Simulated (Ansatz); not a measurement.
**AlICl2 (SMILES [Cl][Al]([Cl])[I]): levels of theory compared**

Aim: a comparison of 6 runs (BHLYP/def2-SVP, PBE-QIDH/def2-SVP, SVWN5/def2-SVP, RPA@PBE/def2-SVP, MP2/def2-SVP, CCSD/def2-SVP) of AlICl2. 

The calculation is run with Ansatz 0.2.0.

55 further runs of the same task are left out: 2 that didn't finish, 53 set aside as unsound or not needed.

### Step 1. The structure to begin with

The species is AlICl2 (4 atoms), meant as a singlet with charge 0. As SMILES, `[Cl][Al]([Cl])[I]`. The Al2–Cl3 distance was set to 3.110 Å, away from the relaxed value.

Bond lengths: Cl1–Al2 2.074 Å, Al2–I4 2.439 Å. Angles: Cl1–Al2–I4 120.4°.

### Step 2. A single-point energy at BHLYP/def2-SVP (core potential) (run 1)

input.yaml reads:

```yaml
crystal:
  periodic: [false, false, false]
  atoms:
    - symbol: Cl
      position_ang: [0.599151, 1.554296, 2.177749]
    - symbol: Al
      position_ang: [-0.176149, 0.886696, 0.374049]
    - symbol: Cl
      position_ang: [0.546700, -1.969000, -0.624800]
    - symbol: I
      position_ang: [-1.637049, 2.323496, -0.948351]
basis:
  gaussian:
    orbitals: def2-SVP
hamiltonian:
  xc: {name: BHLYP}
accuracy: high
output:
  orbitals: {seedname: orbitals}
```

The run is started by

```console
$ ansatz run input.yaml --threads 1 --pin off --max-ram 2610MiB --events-out events.jsonl --progress --plain --runs-dir runs
```

What it wrote:

```text
Warning: RAYON_NUM_THREADS=1 ignored (pool sized by the plan → 1); use --threads N
Functional definition: BHLYP
  name "BHLYP"
  parameter a = 0.5
  exchange = (1 - a)*b88_x + a*exact_x
  correlation = lyp_c
1553 factors; integrals over basis functions are off by at most 1.3e-8 eV
mean field evaluation 1: about -39731.8918 eV, gradient 2.4e1 eV
mean field evaluation 2: about -39727.9919 eV, gradient 4.3e1 eV
mean field evaluation 4: about -39734.3509 eV, gradient 1.9e0 eV
mean field evaluation 8: about -39734.4927 eV, gradient 3.2e-1 eV
mean field evaluation 16: about -39734.4931 eV, gradient 7.7e-5 eV
mean field -39734.49305003 eV, -1460.2156865818 hartree, gradient 2.8e-8 eV, S^2 0.000000; 0 other end points of the search recorded, 0 dependent functions left out
reference -39734.49307489 eV, -1460.2156874954 hartree; 36, 36 occupied and 44, 44 virtual orbitals, 1553 factors
Total energy: -39734.49307489 eV, -1460.2156874954 hartree
```

Wall time 8.7 s (1 thread of Arm Neoverse V1, shared host); peak memory 0.27 GiB.

### Step 3. The energy at PBE-QIDH/def2-SVP (core potential) (run 2)

run.yaml reads:

```yaml
basis:
  gaussian:
    orbitals: def2-SVP
crystal:
  periodic: [false, false, false]
  atoms:
    - {symbol: Cl, position_ang: [0.599151, 1.554296, 2.177749]}
    - {symbol: Al, position_ang: [-0.176149, 0.886696, 0.374049]}
    - {symbol: Cl, position_ang: [0.546700, -1.969000, -0.624800]}
    - {symbol: I, position_ang: [-1.637049, 2.323496, -0.948351]}
output:
  orbitals: {seedname: orbitals}
hamiltonian:
  xc: {name: PBE-QIDH}
accuracy: high
correlation:
  frozen_orbitals: {Al: 5, Cl: 5, I: 4}
```

The run is started by

```console
$ ansatz run run.yaml --threads 1 --pin off --max-ram 2610MiB --events-out events.jsonl --progress --plain --runs-dir runs
```

What it wrote, shortened:

```text
Warning: RAYON_NUM_THREADS=1 ignored (pool sized by the plan → 1); use --threads N
Functional definition: PBE-QIDH
  name "PBE-QIDH"
[...]
1553 factors; integrals over basis functions are off by at most 1.3e-8 eV
[...]
mean field -39704.29455109 eV, -1459.1059122153 hartree, gradient 9.0e-8 eV, S^2 0.000000; 0 other end points of the search recorded, 0 dependent functions left out
19 core orbitals not correlated: weight in the atoms' cores, before any rotation towards them, 1.000 or more for the frozen orbitals, at most 0.000 for the correlated occupied ones
reference -39704.29455199 eV, -1459.1059122483 hartree; 17, 17 occupied and 44, 44 virtual orbitals, 1553 factors
second order -13.47480262 eV of doubles, -0.00000000 eV of singles
Total energy: -39708.78615287 eV, -1459.2709755358 hartree
```

Wall time 13 s (1 thread of Arm Neoverse V1, shared host); peak memory 0.27 GiB.

Runs 3 to 5 aren't shown in full; the table further down has their settings and results.

### Step 4. The energy at CCSD/def2-SVP (core potential) (run 6)

job.yaml reads:

```yaml
crystal:
  periodic: [false, false, false]
  atoms:
    - {symbol: Cl, position_ang: [0.599151, 1.554296, 2.177749]}
    - {symbol: Al, position_ang: [-0.176149, 0.886696, 0.374049]}
    - {symbol: Cl, position_ang: [0.546700, -1.969000, -0.624800]}
    - {symbol: I, position_ang: [-1.637049, 2.323496, -0.948351]}
basis:
  gaussian:
    orbitals: def2-SVP
correlation:
  method: ccsd
  frozen_orbitals: {Al: 5, Cl: 5, I: 4}
accuracy: high
scf:
  omitted_lower_state_checks: [cluster_reference, increment]
```

The run is started by

```console
$ ansatz run job.yaml --threads 1 --pin off --max-ram 2610MiB --events-out events.jsonl --progress --plain --runs-dir runs
```

What it wrote, shortened:

```text
Warning: RAYON_NUM_THREADS=1 ignored (pool sized by the plan → 1); use --threads N
Functional definition: HF
  name "HF"
[...]
1553 factors; integrals over basis functions are off by at most 1.3e-8 eV
[...]
mean field -39655.35389504 eV, -1457.3073762785 hartree, gradient 3.0e-8 eV, S^2 0.000000; 0 other end points of the search recorded, 0 dependent functions left out; unrestricted orbitals would lower it
19 core orbitals not correlated: weight in the atoms' cores, before any rotation towards them, 1.000 or more for the frozen orbitals, at most 0.000 for the correlated occupied ones
reference -39655.35389504 eV, -1457.3073762785 hartree; 17, 17 occupied and 44, 44 virtual orbitals, 1553 factors
second order -11.79215869 eV of doubles, -0.00000000 eV of singles
cycle   1  -12.39308698 eV  change   -6.0e-1 eV  update   9.7e-2
[...]
cycle  27  -12.73290979 eV  change   -1.1e-9 eV  update   2.1e-9
Total energy: -39668.08680483 eV, -1457.7753020825 hartree
Checks for a lower state left out: cluster_reference, increment
```

Wall time 12 s (1 thread of Arm Neoverse V1, shared host); peak memory 0.3 GiB.

### Step 5. All runs side by side

```tsv
run	level	frozen core orbitals	energy (Eh)	wall time
1	BHLYP/def2-SVP (core potential)	–	-1460.215687	8.7 s
2	PBE-QIDH/def2-SVP (core potential)	19	-1459.270976	13 s
3	SVWN5/def2-SVP (core potential)	–	-1455.841630	3.9 s
4	RPA@PBE/def2-SVP (core potential)	19	-1457.977091	12 s
5	MP2/def2-SVP (core potential)	19	-1457.740730	3.6 s
6	CCSD/def2-SVP (core potential)	19	-1457.775302	12 s
```

### Step 6. What came out

```
                                           quantity           value
                                run 6: total energy  -1457.77530 Eh
run 6: correlation energy (19 core orbitals frozen)      -467.9 mEh
                               run 6: T1 diagnostic           0.016
```

Over runs 1, 2, 3 the HOMO–LUMO gap runs from 1.40 eV (SVWN5/def2-SVP) to 7.05 eV (PBE-QIDH/def2-SVP). A double hybrid's value is that of its SCF part. Totals of different functionals can't be ranked against each other. In runs 5, 6 the log says that unrestricted orbitals would lower the reference, so the values rest on an unstable closed-shell determinant (other closed-shell runs at this shape may share the fault). All runs together took 54 s, the longest 13 s.
